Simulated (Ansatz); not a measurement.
# TlIO3: a single-point run

Aim: a sound single-point run of TlIO3. The structure is shown as the input types it.

Computed with Ansatz 0.2.0 (density functional or hybrid calculation with the settings of its input, plane waves (as first typed), unless a step's input says otherwise).

1 further run of the same task is left out (set aside as unsound or not needed).

## (1) The system as given

The structure is trigonal, space group R3m (No. 160). The conventional cell has a = 6.258 Å, b = 6.258 Å, c = 7.863 Å, α = 90.00°, β = 90.00°, γ = 120.00°. Tl (site symmetry 3m) has 9 O at 2.94 to 3.17 Å as nearest neighbours. I (site symmetry 3m) is surrounded by 3 O at 1.82 Å. O (site symmetry m) has 1 I at 1.82 Å as nearest neighbours.

Coordinates:

```
Tl I O
1.0
     3.12909    1.80658    2.62087
    -3.12909    1.80658    2.62087
     0.00000   -3.61316    2.62087
Tl I O
1 1 3
Direct
  0.00451 0.00451 0.00451
  0.50126 0.50126 0.50126
  0.90701 0.46246 0.46246
  0.46246 0.90701 0.46246
  0.46246 0.46246 0.90701
```

## (2) Running it

Input file input.yaml:

```yaml
crystal:
  lattice:
    - [3.1290862251, 1.8065787744, 2.6208670418]
    - [-3.1290862251, 1.8065787744, 2.6208670418]
    - [0.0, -3.6131575487, 2.6208670418]
  atoms:
    - { symbol: Tl, position: [0.0045146914, 0.0045146914, 0.0045146914] }
    - { symbol: I, position: [0.5012591162, 0.5012591162, 0.5012591162] }
    - { symbol: O, position: [0.9070071773, 0.4624595126, 0.4624595126] }
    - { symbol: O, position: [0.4624595126, 0.9070071773, 0.4624595126] }
    - { symbol: O, position: [0.4624595126, 0.4624595126, 0.9070071773] }
kpoints:
  mp_grid: { grid: [4, 4, 4] }
hamiltonian:
  xc: scan
scf:
  occupations: { method: fixed }
  n_extra_bands: 5
output:
  forces: true
  stress: true
  eigenvalues: true
```

Run with:

```
> ansatz run input.yaml --threads 4 --pin off --max-ram 4608MiB --backend cpu --events-out ev --progress --plain --runs-dir out
```

Q: Will this input give a usable result? If not, why, and what should change?

Nothing was computed: the input was turned down at the start. Its message: «line 15 column 7: hamiltonian.xc: unknown variant `scan`, expected one of `lda`, `lda-pw`, `pw92`, `pbe`, `pbesol`, `rpbe`, `revpbe`, `blyp`, ...»

Look at the input: hamiltonian.xc is scan. No functional of that name is defined in this program.

What to do: set hamiltonian.xc to r2scan. Any name on the list would pass the check; a listed functional of a like name need not be the same functional.
